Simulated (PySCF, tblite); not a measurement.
**C₆H₁₄PSi+: geometry, infrared bands and NMR shifts**

Wanted: the infrared bands and NMR shifts of C₆H₁₄PSi+ (`C=C[P@+]1(C)CC[C@@H]1[SiH3]`), by calculation.

Computed with tblite 0.8.0 and PySCF 2.14.0, with density-fitted response routines of our own, on a single molecule in the gas phase. Atoms count from 0, in the outputs and in this text.

### Step 1. The molecule as given

22 atoms, charge 1, multiplicity 1; geometry from: force field or distance geometry start.

Bonds of the start (Å): C0–C1 1.33, C1–P2 1.71, P2–C3 1.74, P2–C4 1.78, C4–C5 1.57, C5–C6 1.57, C6–Si7 1.88, C6–P2 1.77, C0–H8 1.08, C0–H9 1.09, C1–H10 1.09, C3–H11 1.10, C3–H12 1.08, C3–H13 1.10, C4–H14 1.09, C4–H15 1.10, C5–H16 1.09, C5–H17 1.10, C6–H18 1.11, Si7–H19 1.48, Si7–H20 1.49, Si7–H21 1.49.

### Step 2. Relaxing the molecule with GFN2-xTB

What the job is given:

```
{"job": {"kind": "relax", "xc": "GFN2-xTB", "basis": "xTB"}, "charge": 1, "multiplicity": 1}
C      1.408900     0.731800    -2.172200
C      1.031900    -0.277300    -1.389200
P      0.644600    -0.106300     0.271800
C      1.726400     0.847800     1.238100
C      0.328400    -1.687800     1.016200
C     -1.153600    -1.443700     0.560500
C     -1.066400     0.120400     0.657300
Si    -2.189900     1.089900    -0.495200
H      1.652100     0.564200    -3.214200
H      1.455500     1.750900    -1.793600
H      1.002600    -1.272500    -1.834500
H      1.429600     0.825400     2.302200
H      1.742100     1.886900     0.934300
H      2.753200     0.453600     1.182900
H      0.798600    -2.561600     0.575500
H      0.450600    -1.723900     2.108300
H     -1.347600    -1.829600    -0.441400
H     -1.890500    -1.905300     1.229800
H     -1.224200     0.469000     1.694700
H     -1.786500     2.515200    -0.541300
H     -3.603000     1.033100    -0.013400
H     -2.173200     0.539100    -1.877400
```

Command:

```bash
$ OMP_NUM_THREADS=1 python probes_run.py task.json out
```

One launch serves the whole session: the jobs run in the order shown.

The program printed:

```text
step      E/eV     max force
  0    -646.41371    2.489
  1    -646.65678    1.158
  2    -646.76678    0.643
  3    -646.80659    0.797
  4    -646.83432    0.360
  5    -646.85721    0.309
  6    -646.86981    0.302
  7    -646.88133    0.255
  8    -646.89024    0.229
  9    -646.89731    0.190
 10    -646.90325    0.185
 11    -646.90779    0.167
 12    -646.91086    0.119
 13    -646.91324    0.103
 14    -646.91536    0.097
 15    -646.91749    0.102
 16    -646.91955    0.105
 17    -646.92140    0.107
 18    -646.92305    0.102
 19    -646.92451    0.107
 20    -646.92569    0.100
 21    -646.92666    0.080
 22    -646.92758    0.063
 23    -646.92859    0.078
 24    -646.92971    0.076
 25    -646.93084    0.094
 26    -646.93186    0.088
 27    -646.93284    0.079
 28    -646.93392    0.097
 29    -646.93519    0.094
 30    -646.93653    0.108
 31    -646.93782    0.103
 32    -646.93903    0.085
 33    -646.94014    0.102
 34    -646.94104    0.080
 35    -646.94172    0.070
 36    -646.94229    0.064
 37    -646.94291    0.059
 38    -646.94355    0.066
 39    -646.94407    0.050
 40    -646.94446    0.049
 41    -646.94484    0.057
 42    -646.94530    0.053
 43    -646.94585    0.048
 44    -646.94636    0.043
 45    -646.94677    0.039
 46    -646.94714    0.040
 47    -646.94760    0.049
 48    -646.94821    0.055
 49    -646.94896    0.072
 50    -646.94985    0.082
 51    -646.95094    0.070
 52    -646.95224    0.083
 53    -646.95360    0.089
 54    -646.95469    0.066
 55    -646.95537    0.052
 56    -646.95582    0.037
 57    -646.95624    0.042
 58    -646.95675    0.059
 59    -646.95732    0.064
 60    -646.95782    0.083
 61    -646.95830    0.044
 62    -646.95881    0.052
 63    -646.95979    0.068
 64    -646.96045    0.069
 65    -646.96169    0.061
 66    -646.96263    0.074
 67    -646.96356    0.071
 68    -646.96442    0.063
 69    -646.96540    0.067
 70    -646.96657    0.081
 71    -646.96758    0.080
 72    -646.96843    0.104
 73    -646.96925    0.051
 74    -646.96986    0.042
 75    -646.97049    0.055
 76    -646.97118    0.072
 77    -646.97206    0.073
 78    -646.97299    0.078
 79    -646.97379    0.066
 80    -646.97439    0.055
 81    -646.97476    0.059
 82    -646.97503    0.104
 83    -646.97566    0.058
 84    -646.97614    0.045
 85    -646.97667    0.044
 86    -646.97721    0.048
 87    -646.97783    0.048
 88    -646.97848    0.051
 89    -646.97911    0.051
 90    -646.97964    0.040
 91    -646.98003    0.038
 92    -646.98036    0.047
 93    -646.98076    0.067
 94    -646.98129    0.065
 95    -646.98186    0.052
 96    -646.98231    0.055
 97    -646.98261    0.044
 98    -646.98290    0.044
 99    -646.98323    0.042
100    -646.98353    0.052
101    -646.98385    0.054
102    -646.98424    0.048
103    -646.98473    0.050
104    -646.98533    0.048
105    -646.98600    0.060
106    -646.98674    0.079
107    -646.98724    0.086
108    -646.98799    0.095
109    -646.98855    0.055
110    -646.98908    0.029
111    -646.98931    0.042
112    -646.98993    0.046
113    -646.99056    0.052
114    -646.99109    0.029
115    -646.99128    0.022
116    -646.99135    0.021
117    -646.99142    0.017
118    -646.99151    0.018
119    -646.99162    0.022
120    -646.99173    0.023
121    -646.99185    0.024
122    -646.99197    0.024
123    -646.99209    0.024
124    -646.99221    0.021
125    -646.99231    0.019
126    -646.99242    0.023
127    -646.99254    0.021
128    -646.99265    0.018
129    -646.99275    0.021
130    -646.99285    0.021
131    -646.99295    0.018
132    -646.99302    0.015
133    -646.99305    0.014
134    -646.99308    0.014
135    -646.99311    0.013
136    -646.99316    0.017
137    -646.99324    0.018
138    -646.99333    0.023
139    -646.99340    0.022
140    -646.99347    0.016
141    -646.99354    0.020
142    -646.99361    0.020
143    -646.99368    0.017
144    -646.99374    0.019
145    -646.99380    0.018
146    -646.99387    0.015
147    -646.99393    0.012
148    -646.99396    0.008
```

Run time: 2.4 s. Hardware: 1 thread of Arm Neoverse N1, shared host; peak memory 0.18 GiB.

Along the way: (not every step is listed)

| step | energy from step 0 (eV) | largest force (eV/Å) |
| --- | --- | --- |
| 0 | 0.0000 | 2.4886 |
| 1 | -0.2431 | 1.1579 |
| 2 | -0.3531 | 0.6430 |
| 3 | -0.3929 | 0.7973 |
| 4 | -0.4206 | 0.3597 |
| 5 | -0.4435 | 0.3087 |
| 6 | -0.4561 | 0.3021 |
| 7 | -0.4676 | 0.2547 |
| 8 | -0.4765 | 0.2287 |
| 21 | -0.5129 | 0.0795 |
| 34 | -0.5273 | 0.0804 |
| 47 | -0.5339 | 0.0488 |
| 60 | -0.5441 | 0.0829 |
| 73 | -0.5555 | 0.0507 |
| 86 | -0.5635 | 0.0482 |
| 99 | -0.5695 | 0.0421 |
| 112 | -0.5762 | 0.0461 |
| 125 | -0.5786 | 0.0191 |
| 138 | -0.5796 | 0.0229 |
| 143 | -0.5800 | 0.0171 |
| 144 | -0.5800 | 0.0191 |
| 145 | -0.5801 | 0.0179 |
| 146 | -0.5802 | 0.0153 |
| 147 | -0.5802 | 0.0122 |
| 148 | -0.5802 | 0.0081 |

Close pairs (by a distance rule), those that changed most:

| bond | before (Å) | after (Å) | change (Å) |
| --- | --- | --- | --- |
| C1–P2 | 1.714 | 1.793 | +0.079 |
| P2–C3 | 1.736 | 1.810 | +0.074 |
| P2–C6 | 1.768 | 1.831 | +0.062 |
| P2–C4 | 1.776 | 1.831 | +0.055 |
| C6–Si7 | 1.879 | 1.931 | +0.052 |
| Si7–H20 | 1.494 | 1.455 | -0.039 |
| Si7–H21 | 1.488 | 1.463 | -0.025 |
| C4–C5 | 1.570 | 1.549 | -0.020 |

The end geometry stands in the next job.

### Step 3. Harmonic vibrations with GFN2-xTB

What the job is given:

```
{"job": {"kind": "ir", "xc": "GFN2-xTB", "basis": "xTB"}, "charge": 1, "multiplicity": 1}
C      1.927038     0.767911    -2.041265
C      0.959375     0.029956    -1.516247
P      0.580321    -0.038151     0.235397
C      1.738600     0.944782     1.220115
C      0.262736    -1.744370     0.819806
C     -1.256566    -1.445023     0.865776
C     -1.196315     0.091708     0.658002
Si    -2.423498     0.875649    -0.609919
H      2.115784     0.765372    -3.102372
H      2.568068     1.398948    -1.447680
H      0.324142    -0.601365    -2.125489
H      1.483538     0.836548     2.274606
H      1.661101     1.994863     0.936648
H      2.756671     0.590018     1.054743
H      0.564091    -2.544924     0.146273
H      0.695943    -1.930410     1.802815
H     -1.785380    -1.941080     0.053597
H     -1.730598    -1.738353     1.799669
H     -1.271816     0.617504     1.612970
H     -1.924944     2.230832    -0.836886
H     -3.733984     0.800991     0.018237
H     -2.324717     0.057978    -1.819645
```

The program printed:

```text
mode    cm-1     km/mol
  1      21.5      0.11
  2      60.4      0.04
  3      92.4      0.13
  4     130.0      0.52
  5     144.3      0.10
  6     175.0      0.24
  7     189.0      0.05
  8     206.2      0.29
  9     226.7      1.15
 10     272.0      2.75
 11     334.5      1.27
 12     474.3     16.24
 13     507.4     16.60
 14     547.5      5.63
 15     560.6     66.30
 16     613.0     44.14
 17     685.2      2.38
 18     730.1    138.78
 19     743.5     29.02
 20     759.7    152.32
 21     764.7     36.91
 22     780.1    346.58
 23     810.3     26.00
 24     841.0     34.63
 25     851.0     70.16
 26     888.6     64.56
 27     915.2     32.14
 28     917.0     41.53
 29     984.1      5.73
 30     993.2     30.15
 31     996.1     16.15
 32    1010.6      1.16
 33    1046.9     11.19
 34    1085.2     53.48
 35    1150.8      5.10
 36    1177.0      4.97
 37    1199.1      4.51
 38    1212.8      1.28
 39    1271.9      0.82
 40    1299.7     27.40
 41    1371.1     21.96
 42    1393.2     12.84
 43    1396.2      4.46
 44    1406.6      7.30
 45    1484.4      6.69
 46    1640.0      4.53
 47    2278.0    172.42
 48    2295.3    221.39
 49    2355.1    228.10
 50    2937.4      7.67
 51    2981.8      0.61
 52    2985.0      6.91
 53    2992.5      1.15
 54    2996.0      1.51
 55    2998.3      2.53
 56    3011.9      9.16
 57    3028.6      8.81
 58    3032.9      0.22
 59    3100.2      2.51
 60    3127.7      0.99
```

It took 1.8 s on 1 thread of Arm Neoverse N1, shared host; peak memory 0.18 GiB.

Which atoms move in the most intense modes:

| cm⁻¹ | km/mol | atoms |
| --- | --- | --- |
| 561 | 66.3 | H19 37 %, H21 13 % |
| 730 | 138.8 | H19 47 %, H20 42 % |
| 760 | 152.3 | H21 53 %, H20 17 %, H19 15 % |
| 780 | 346.6 | H21 36 %, H19 28 %, H20 26 % |
| 851 | 70.2 | H12 31 %, P2 18 %, C3 13 %, H13 12 % |
| 2278 | 172.4 | H21 95 % |
| 2295 | 221.4 | H19 93 % |
| 2355 | 228.1 | H20 95 % |

### Step 4. Nuclear shieldings: PBE0/pcSseg-1

Same as in step 3 but for these lines:

```diff
@@ -1,2 +1,2 @@
-{"job": {"kind": "ir", "xc": "GFN2-xTB", "basis": "xTB"}, "charge": 1, "multiplicity": 1}
+{"job": {"kind": "nmr", "xc": "PBE0", "basis": "pcSseg-1"}, "charge": 1, "multiplicity": 1}
 C      1.927038     0.767911    -2.041265
```

Level: GIAO PBE0/pcSseg-1 NMR shielding, non-relativistic, gas phase.

The program printed:

```text
coarse grid: 18448 points
cycle   1  E = -866.9400044968  dE =  1.048e+00  |g| = 4.425e-01  |ddm| = 4.225e+00
cycle   2  E = -866.9298484133  dE =  1.016e-02  |g| = 4.891e-01  |ddm| = 9.327e-01
cycle   3  E = -866.9878521377  dE = -5.800e-02  |g| = 6.754e-02  |ddm| = 5.227e-01
cycle   4  E = -866.9886979948  dE = -8.459e-04  |g| = 3.667e-02  |ddm| = 8.125e-02
cycle   5  E = -866.9890280251  dE = -3.300e-04  |g| = 7.174e-03  |ddm| = 3.159e-02
cycle   6  E = -866.9890392977  dE = -1.127e-05  |g| = 2.600e-03  |ddm| = 9.194e-03
cycle   7  E = -866.9890410798  dE = -1.782e-06  |g| = 3.846e-04  |ddm| = 2.828e-03
final grid: 166312 points
cycle   8  E = -867.0378986964  dE = -3.895e-05  |g| = 8.963e-03  |ddm| = 3.350e-02
cycle   9  E = -867.0378944451  dE =  4.251e-06  |g| = 9.966e-03  |ddm| = 1.485e-02
cycle  10  E = -867.0379189974  dE = -2.455e-05  |g| = 8.067e-04  |ddm| = 8.176e-03
cycle  11  E = -867.0379191531  dE = -1.557e-07  |g| = 2.329e-04  |ddm| = 1.015e-03
cycle  12  E = -867.0379191669  dE = -1.379e-08  |g| = 4.712e-05  |ddm| = 2.594e-04
cycle  13  E = -867.0379191673  dE = -4.193e-10  |g| = 2.182e-05  |ddm| = 6.440e-05
converged SCF energy = -867.0379191673

GIAO shielding tensors (ppm)
atom      isotropic    diamagn.    paramagn.     s11        s22        s33       span
  0 C       31.311     254.356    -223.044    -94.580     12.711    175.803    270.383
  1 C       62.971     265.098    -202.127    -42.432     70.479    160.866    203.298
  2 P      284.865     970.688    -685.823    232.027    296.636    325.932     93.906
  3 C      176.203     256.115     -79.912    167.532    170.891    190.187     22.655
  4 C      156.355     258.459    -102.104    128.980    157.949    182.137     53.157
  5 C      162.837     251.944     -89.107    148.398    157.134    182.978     34.580
  6 C      160.212     263.778    -103.566    128.322    163.683    188.631     60.309
  7 Si     418.072     880.260    -462.188    395.947    412.762    445.506     49.558
  8 H       24.267      27.357      -3.090     21.396     23.302     28.103      6.707
  9 H       24.854      31.360      -6.506     20.357     23.666     30.537     10.180
 10 H       24.929      33.626      -8.697     22.653     24.355     27.777      5.124
 11 H       29.367      30.796      -1.429     24.525     27.629     35.947     11.422
 12 H       29.504      31.118      -1.614     25.079     26.858     36.574     11.495
 13 H       29.563      29.653      -0.089     24.779     26.670     37.242     12.462
 14 H       28.647      31.447      -2.799     25.081     25.577     35.285     10.204
 15 H       28.331      31.777      -3.445     24.852     26.517     33.626      8.774
 16 H       28.973      32.070      -3.096     25.170     27.631     34.119      8.950
 17 H       28.633      30.344      -1.711     24.701     25.570     35.628     10.927
 18 H       28.724      34.763      -6.039     26.091     27.537     32.544      6.453
 19 H       27.661      29.333      -1.672     23.903     26.135     32.943      9.040
 20 H       27.348      28.283      -0.935     23.460     25.015     33.567     10.107
 21 H       27.517      29.882      -2.365     23.773     27.116     31.662      7.890
```

Wall time 79 s (1 thread of Arm Neoverse N1, shared host); peak memory 1 GiB.

Shifts follow as δ = σ(reference) − σ, with reference shieldings (ppm) from runs at the same level and on the same kind of geometry: 1H TMS 31.72, 13C TMS 186.9, 29Si TMS 349.2, 31P H3PO4 318.4. The references are single molecules in the gas phase, so shifts against H2O, NH3, PH3, H3PO4 or CFCl3 are not on the usual liquid scales and can be off by tens of ppm. Atoms listed in one row are averaged.

| atoms | environment | σ (ppm) | δ (ppm) |
| --- | --- | --- | --- |
| C0 | terminal =CH2 carbon | 31.3 | 155.6 |
| C1 | alkene CH | 63.0 | 124.0 |
| C4 | sp3 CH2 bonded to P | 156.4 | 30.6 |
| C6 | sp3 CH bonded to P and Si | 160.2 | 26.7 |
| C5 | sp3 CH2 in a ring | 162.8 | 24.1 |
| C3 | methyl carbon bonded to P | 176.2 | 10.7 |
| H8 | hydrogen on a terminal =CH2 carbon | 24.27 | 7.45 |
| H9 | hydrogen on a terminal =CH2 carbon | 24.85 | 6.86 |
| H10 | hydrogen on an alkene CH | 24.93 | 6.79 |
| H19, H20, H21 | hydrogen on a silicon bonded to C | 27.51 | 4.21 |
| H15 | hydrogen on an sp3 CH2 bonded to P | 28.33 | 3.39 |
| H17 | hydrogen on an sp3 CH2 in a ring | 28.63 | 3.08 |
| H14 | hydrogen on an sp3 CH2 bonded to P | 28.65 | 3.07 |
| H18 | hydrogen on an sp3 CH bonded to P and Si | 28.72 | 2.99 |
| H16 | hydrogen on an sp3 CH2 in a ring | 28.97 | 2.74 |
| H11, H12, H13 | hydrogen on a methyl carbon bonded to P | 29.48 | 2.24 |
| P2 | phosphorus bonded to 4 C, in a 4-membered ring | 284.9 | 33.5 |
| Si7 | silicon bonded to C, 3 H | 418.1 | -68.9 |

The run also stored atomic charges by several schemes (e):

| atoms | Mulliken | IAO | Hirshfeld | ESP fit |
| --- | --- | --- | --- | --- |
| C0 | -0.03 | -0.22 | -0.01 | -0.19 |
| C1 | -0.41 | -0.39 | -0.08 | -0.42 |
| P2 | 0.59 | 1.18 | 0.47 | 0.85 |
| C3 | -0.43 | -0.64 | -0.12 | -0.76 |
| C4 | -0.35 | -0.46 | -0.08 | -0.40 |
| C5 | -0.13 | -0.25 | -0.05 | 0.09 |
| C6 | -0.72 | -0.58 | -0.14 | -0.48 |
| Si7 | 0.57 | 0.61 | 0.35 | 0.42 |

Mayer bond orders: C0–C1 1.93, C1–P2 0.98, P2–C3 1.10, P2–C4 1.01, C4–C5 1.01, C5–C6 0.98, C6–Si7 0.77, C6–P2 0.98.

Ring of atoms P2, C4, C5, C6: NICS(0) 0.5, NICS(1) -0.2, NICS(1)zz 5.7 ppm (means of both faces).

### Step 5. Outcome

| quantity | value |
| --- | --- |
| strongest single infrared mode (GFN2-xTB) | 780 cm⁻¹, 347 km/mol |
| zero-point energy (GFN2-xTB) | 109.3 kcal/mol |
| 13C shifts against TMS (PBE0/pcSseg-1) | 155.6, 124.0, 30.6, 26.7, 24.1, 10.7 ppm |
| 1H shifts against TMS (PBE0/pcSseg-1, means over atoms taken as alike) | 7.45, 6.86, 6.79, 4.21, 3.39, 3.08, 3.07, 2.99, 2.74, 2.24 ppm |
| 31P shifts against H3PO4 (PBE0/pcSseg-1) | 33.5 ppm |
| 29Si shifts against TMS (PBE0/pcSseg-1) | -68.9 ppm |

What this shows: Relaxing lowered the energy by 0.580 eV in 148 steps; the close pair that moved most is C1–P2, from 1.714 to 1.793 Å. All 60 modes are real, so the xTB geometry is a minimum. The strongest single mode, at 780 cm⁻¹, has its largest shares on H21, H19 and H20 (the list is cut at 3 atoms). GFN2-xTB is a fitted tight-binding method: band positions and strengths are rough. Its intensities can rank the bands wrongly. At PBE0/pcSseg-1: The widest tensor belongs to C0: span 270 ppm, with a paramagnetic part of -223 ppm.
